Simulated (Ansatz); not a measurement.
# doublet [InNH2F2]−: levels of theory compared

Wanted: a comparison of 6 runs (UHF/3-21G, UB3LYP/def2-SVPD, UBLYP/def2-SVPD, USVWN5/def2-SVPD, UMP2/def2-SVPD, UCCSD(T)/def2-SVPD) of doublet [InNH2F2]−. 

The calculation is run with Ansatz 0.2.0.

31 further runs of the same task are left out: 31 set aside as unsound or not needed.

## (1) The structure to begin with

The species is [InNH2F2]− (6 atoms), meant as a doublet with charge -1. As SMILES of the parent species, `[NH2][In]([F])[F]`. The shape is that of a PBE0-D4/def2-TZVP optimisation. That shape belongs to the parent species and isn't relaxed for this state.

Bond lengths: N1–In2 1.998 Å, In2–F3 1.935 Å, In2–F4 1.935 Å, N1–H5 1.011 Å, N1–H6 1.011 Å. Angles: N1–In2–F3 124.1°, N1–In2–F4 124.1°, F3–In2–F4 111.4°, In2–N1–H5 114.2°, In2–N1–H6 114.2°, H5–N1–H6 109.1°.

## (2) A single-point energy at UHF/3-21G (run 1)

molecule.yaml

```yaml
crystal:
  periodic: [false, false, false]
  atoms:
    - symbol: N
      position_ang: [-0.259900, 1.155100, -0.280600]
    - symbol: In
      position_ang: [0.271400, -0.745700, 0.029100]
    - symbol: F
      position_ang: [1.862900, -1.284900, 0.989000]
    - symbol: F
      position_ang: [-0.617400, -2.265700, -0.773500]
    - symbol: H
      position_ang: [0.031700, 1.791300, 0.449400]
    - symbol: H
      position_ang: [-1.246600, 1.285900, -0.459500]
basis:
  gaussian:
    orbitals: 3-21G-spherical.json
total_charge: -1
magnetization:
  spin_polarized: true
  initial_magnetization: 1
hamiltonian:
  xc: hf
accuracy: high
output:
  orbitals: {seedname: orbitals}
```

The basis set 3-21G is read from a file made from the Basis Set Exchange's data (not shown).

The run is started by

```
ansatz run molecule.yaml --threads 1 --pin off --max-ram 3480MiB --events-out events.jsonl --progress --plain --runs-dir runs
```

The log of the run:

```text
Warning: RAYON_NUM_THREADS=1 ignored (pool sized by the plan → 1); use --threads N
Functional definition: HF
  name "HF"
  exchange = exact_x
  correlation = 0
1271 factors; integrals over basis functions are off by at most 1.1e-8 eV
mean field evaluation 1: about -162392.5915 eV, gradient 1.7e1 eV
mean field evaluation 2: about -162392.6475 eV, gradient 1.7e1 eV
mean field evaluation 4: about -162394.1468 eV, gradient 1.5e0 eV
mean field evaluation 8: about -162394.3186 eV, gradient 5.4e-1 eV
mean field evaluation 16: about -162394.3753 eV, gradient 7.8e-7 eV
mean field evaluation 32: about -162393.6253 eV, gradient 5.8e-1 eV
mean field evaluation 64: about -162392.5921 eV, gradient 1.7e1 eV
mean field -162394.37528692 eV, -5967.8832169334 hartree, gradient 1.3e-8 eV, S^2 0.756556; 1 other end points of the search recorded, 0 dependent functions left out
reference -162394.37528692 eV, -5967.8832169334 hartree; 39, 38 occupied and 23, 24 virtual orbitals, 1271 factors
Total energy: -162394.37528692 eV, -5967.8832169334 hartree
```

Wall time 4.2 s (1 thread of Arm Neoverse V1, shared host); peak memory 0.23 GiB.

## (3) The energy at UB3LYP/def2-SVPD (core potential) (run 2)

run.yaml

```yaml
crystal:
  periodic: [false, false, false]
  atoms:
    - {symbol: N, position_ang: [-0.259900, 1.155100, -0.280600]}
    - {symbol: In, position_ang: [0.271400, -0.745700, 0.029100]}
    - {symbol: F, position_ang: [1.862900, -1.284900, 0.989000]}
    - {symbol: F, position_ang: [-0.617400, -2.265700, -0.773500]}
    - {symbol: H, position_ang: [0.031700, 1.791300, 0.449400]}
    - {symbol: H, position_ang: [-1.246600, 1.285900, -0.459500]}
basis:
  gaussian: {orbitals: def2-SVPD}
total_charge: -1
magnetization: {spin_polarized: true, initial_magnetization: 1}
hamiltonian: {xc: {name: B3LYP}}
accuracy: high
output: {orbitals: {seedname: orbitals}}
```

The run is started by

```
ansatz run run.yaml --threads 1 --pin off --max-ram 3480MiB --events-out events.jsonl --progress --plain --runs-dir runs
```

The log of the run:

```text
Warning: RAYON_NUM_THREADS=1 ignored (pool sized by the plan → 1); use --threads N
Functional definition: B3LYP
  name "B3LYP"
  parameter a0 = 0.2
  parameter ax = 0.72
  parameter ac = 0.81
  exchange = (1 - a0 - ax)*slater_x + ax*b88_x + a0*exact_x
  correlation = (1 - ac)*vwn_rpa_c + ac*lyp_c
2460 factors; integrals over basis functions are off by at most 3.6e-9 eV
mean field evaluation 1: about -12125.4008 eV, gradient 3.0e1 eV
mean field evaluation 2: about -12106.0207 eV, gradient 6.6e1 eV
mean field evaluation 4: about -12129.2348 eV, gradient 6.9e0 eV
mean field evaluation 8: about -12129.4585 eV, gradient 2.8e-1 eV
mean field evaluation 16: about -12129.4591 eV, gradient 6.3e-4 eV
mean field -12129.45914564 eV, -445.7494019597 hartree, gradient 7.9e-8 eV, S^2 0.751311; 0 other end points of the search recorded, 0 dependent functions left out
reference -12129.45917913 eV, -445.7494031902 hartree; 25, 24 occupied and 89, 90 virtual orbitals, 2460 factors
Total energy: -12129.45917913 eV, -445.7494031902 hartree
```

It took 21 s on 1 thread of Arm Neoverse V1, shared host; peak memory 0.6 GiB.

Runs 3 to 5 aren't shown in full; the table further down has their settings and results.

## (4) A single-point energy at UCCSD(T)/def2-SVPD (core potential) (run 6)

run.yaml

```yaml
crystal:
  periodic: [false, false, false]
  atoms:
    - {symbol: "N", position_ang: [-0.259900, 1.155100, -0.280600]}
    - {symbol: In, position_ang: [0.271400, -0.745700, 0.029100]}
    - {symbol: F, position_ang: [1.862900, -1.284900, 0.989000]}
    - {symbol: F, position_ang: [-0.617400, -2.265700, -0.773500]}
    - {symbol: H, position_ang: [0.031700, 1.791300, 0.449400]}
    - {symbol: H, position_ang: [-1.246600, 1.285900, -0.459500]}
basis:
  gaussian:
    orbitals: def2-SVPD
total_charge: -1
magnetization:
  spin_polarized: true
  initial_magnetization: 1
correlation:
  method: ccsd_t
  frozen_orbitals: {F: 1, H: 0, In: 4, "N": 1}
accuracy: high
scf:
  omitted_lower_state_checks: [cluster_reference, increment]
```

The run is started by

```
ansatz run run.yaml --threads 1 --pin off --max-ram 3480MiB --events-out events.jsonl --progress --plain --runs-dir runs
```

The log of the run:

```text
Warning: RAYON_NUM_THREADS=1 ignored (pool sized by the plan → 1); use --threads N
[... 12 lines left out ...]
7 core orbitals not correlated: weight in the atoms' cores, before any rotation towards them, 1.000 or more for the frozen orbitals, at most 0.000 for the correlated occupied ones
[... 32 lines left out ...]
Total energy: -12089.92757796 eV, -444.2966436428 hartree
Checks for a lower state left out: cluster_reference, increment
```

Wall time 6.9 min (1 thread of Arm Neoverse V1, shared host); peak memory 2.6 GiB.

## (5) All runs side by side

```
run                                level  core potential  frozen core orbitals   energy (Eh)  HOMO energy (eV)  LUMO energy (eV)   ⟨S²⟩  wall time
  1                            UHF/3-21G            none                     –  -5967.883217              0.84              6.87  0.757      4.2 s
  2    UB3LYP/def2-SVPD (core potential)       def2-SVPD                     –   -445.749403              1.01              2.33  0.751       21 s
  3     UBLYP/def2-SVPD (core potential)       def2-SVPD                     –   -445.608368              1.59              1.88  0.751       15 s
  4    USVWN5/def2-SVPD (core potential)       def2-SVPD                     –   -443.661683              1.35              1.69  0.751      9.3 s
  5      UMP2/def2-SVPD (core potential)       def2-SVPD                     7   -444.263262                 –                 –  0.756       11 s
  6  UCCSD(T)/def2-SVPD (core potential)       def2-SVPD                     7   -444.296644                 –                 –  0.756    6.9 min
```

## (6) Summary of results

| quantity | value |
| --- | --- |
| run 6: total energy | -444.29664 Eh |
| run 6: correlation energy (7 core orbitals frozen) | -730.6 mEh |
| run 6: (T) correction | -21.45 mEh |
| run 6: ⟨S²⟩ of the reference determinant | 0.756 |
| run 6: T1 diagnostic | 0.028 |

Totals of different functionals can't be ranked against each other. Some runs of one species differ in core potentials or relativity; totals across that change don't compare. In runs 1, 2, 3, 4 the HOMO lies above zero, so the outermost electron may be held by the basis alone. In run 1 relativity is left out where basis or elements ask for it. All runs together took 7.9 min, the longest 6.9 min.
